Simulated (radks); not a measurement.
**Ionisation energy and size from Ho³⁺ to Pt³⁺**

One table from this session's results is given with a row withheld; the runs are named, their logs left out.

Program: radks (a radial shooting solver on a logarithmic mesh, Libxc functionals) version 1. Level of theory: Dirac Kohn-Sham, PBE, spin-unpolarised, spherical densities, finite nucleus; open shells fill j = l - 1/2 first. These are calculated values, not measurements, unless marked.

**The atom as given**

* species: Ho³⁺, Er³⁺, Tm³⁺, Yb³⁺, Lu³⁺, Hf³⁺, Ta³⁺, W³⁺, Re³⁺, Os³⁺, Ir³⁺, Pt³⁺
* runs: 24, each species and its next ion

Set-up of the first run:

The run's settings:

```text
Z 67
configuration [Xe] 4f10
relativity Dirac
functional pbe,pbe
spin unpolarised
j_filling energy
nucleus finite rms 5.2022 fm
c 137.035999084
```

Among the steps run: Ho³⁺, [Xe] 4f10.

One of the session's tables, all rows but one given; the rest of the session is left out.

It belongs to the step «Ho³⁺, [Xe] 4f10». Radial moments (bohr):

```
level     <r>  outermost maximum (interpolated)  90 % within  nodes
4p3/2  0.5588                             0.514        0.813      2
4d3/2  0.5885                             0.518        0.885      1
4d5/2  0.5994                             0.526        0.901      1
5s1/2   1.252                              1.13         1.80      4
5p1/2   1.392                              1.22         2.03      3
5p3/2       ?                                 ?            ?      ?
4f5/2  0.7802                             0.517         1.33      0
4f7/2  0.7925                             0.522         1.36      0
```

Estimate the missing values for 5p3/2.

**Answer.** <r>: 1.485; outermost maximum (interpolated): 1.30; 90 % within: 2.17; nodes: 3. In the column «<r>» it is the highest.

To keep in mind: For Ho³⁺, Er³⁺, Tm³⁺, Yb³⁺, Lu³⁺ the highest level isn't the widest one, so −ε(HOMO) and <r> belong to different orbitals, and Δ-SCF follows the ion's typed configuration. Spin polarisation and multiplet splitting are left out, so open shells lie too high by an amount that depends on their filling.
